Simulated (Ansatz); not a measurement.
# Al, space group Fm-3m: an all-electron equation of state

Program: the Python package of Ansatz (0.2.0).

At the Python prompt:
```pycon
>>> import warnings
>>> import ansatz as az
>>> from ase.eos import EquationOfState
>>> from ase.units import GPa
>>> import numpy as np
>>> FUNCTIONAL = "pbesol"
>>> SMEARING = "fermi_dirac"
>>> KMESH = (12, 12, 12)
>>> vectors0 = np.array([
...     [0.0, 2.024805, 2.024805],
...     [2.024805, 0.0, 2.024805],
...     [2.024805, 2.024805, 0.0],
... ])
>>> sites = [
...     ("Al", (0.0, 0.0, 0.0)),
... ]
>>> def on_lattice(cell):
...     crystal = az.Crystal(lattice=az.Lattice.of(cell))
...     for symbol, position in sites:
...         crystal = crystal.atom(symbol, position)
...     return crystal
...
>>> warnings.simplefilter("ignore", az.DeckWarning)
>>> volumes, energies = [], []
>>> for scale in np.linspace(0.92, 1.08, 5):
...     cell = vectors0 * scale ** (1 / 3)
...     calculation = (
...         on_lattice(cell).calculation()
...         .functional(FUNCTIONAL)
...         .occupations(SMEARING, width=50 * az.meV)
...         .kpoints(*KMESH)
...         .pseudopotentials("all_electron", lapw=True)
...     )
...     r = calculation.run(threads=1).report
...     volumes.append(abs(np.linalg.det(cell)) / len(sites))
...     energies.append(r["free_energy_ev"] / len(sites))
...     print(f"{scale:.3f} {volumes[-1]:9.4f} A^3/atom {energies[-1]:16.5f} eV/atom  (estimated basis error {1000 * r['lapw_basis_errors']['total_ev_per_atom']:.2f} meV/atom)")
...
0.920   15.2745 A^3/atom      -6594.57145 eV/atom  (estimated basis error 0.08 meV/atom)
0.960   15.9386 A^3/atom      -6594.58602 eV/atom  (estimated basis error 0.08 meV/atom)
1.000   16.6027 A^3/atom      -6594.58518 eV/atom  (estimated basis error 0.07 meV/atom)
1.040   17.2668 A^3/atom      -6594.57178 eV/atom  (estimated basis error 0.07 meV/atom)
1.080   17.9310 A^3/atom      -6594.54830 eV/atom  (estimated basis error 0.08 meV/atom)
>>> v0, e0, bulk = EquationOfState(volumes, energies, eos="birchmurnaghan").fit()
>>> print(f"V0 = {v0:.4f} A^3/atom, B0 = {bulk / GPa:.1f} GPa")
V0 = 16.2236 A^3/atom, B0 = 82.8 GPa
```

A third-order Birch-Murnaghan fit through the 5 points has its minimum at 16.22 Å³ an atom, 2.3 % below the typed cell, with a bulk modulus of 83 GPa and dB/dP = 4.2. From that minimum the energy rises by 15.9 meV an atom on the compressed side and 39.1 meV on the expanded side.

All-electron totals depend on functional, relativistic treatment and basis; only differences at equal settings carry meaning. For a metal this k-point mesh is coarse: on a finer one energies can move by several to tens of meV an atom and pressures by half a GPa or more, differences at one mesh by less. Timing: 10 s on 1 thread of Arm Neoverse V1, with other jobs on the host, peak memory 0.29 GiB.
